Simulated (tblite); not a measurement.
# ClGeH3O2: the cost of one run

Programs: tblite 0.8.0 and PySCF 2.14.0. All values are calculated, for the isolated system unless a continuum is named. Atoms count from 0, parts from 1.

## 1. The system as given

7 atoms, charge 0, multiplicity 1; geometry: distance geometry start.

## 2. Relaxing the cluster with GFN2-xTB

What the job is given:

```
{"job": {"kind": "relax", "xc": "GFN2-xTB", "basis": "xTB"}, "charge": 0, "multiplicity": 1}
Ge     0.810990    -0.425387    -0.639953
O      0.200477     0.919224     0.511225
O      0.502617    -2.074792     0.136231
Cl    -0.285521    -0.265941    -2.569909
H      2.292004    -0.214857    -0.894895
H      0.583246     1.099598     1.369947
H     -0.359105    -2.376527     0.499055
```

Level: GFN2-xTB geometry optimisation, gas phase.

The run is started by

```
$ OMP_NUM_THREADS=1 python cluster_run.py task.json out
```

One launch serves the whole session: the jobs run in the order shown.

**Question.** How long does this first job take on 1 thread of Arm Neoverse N1, shared host?

About 1.5 s.
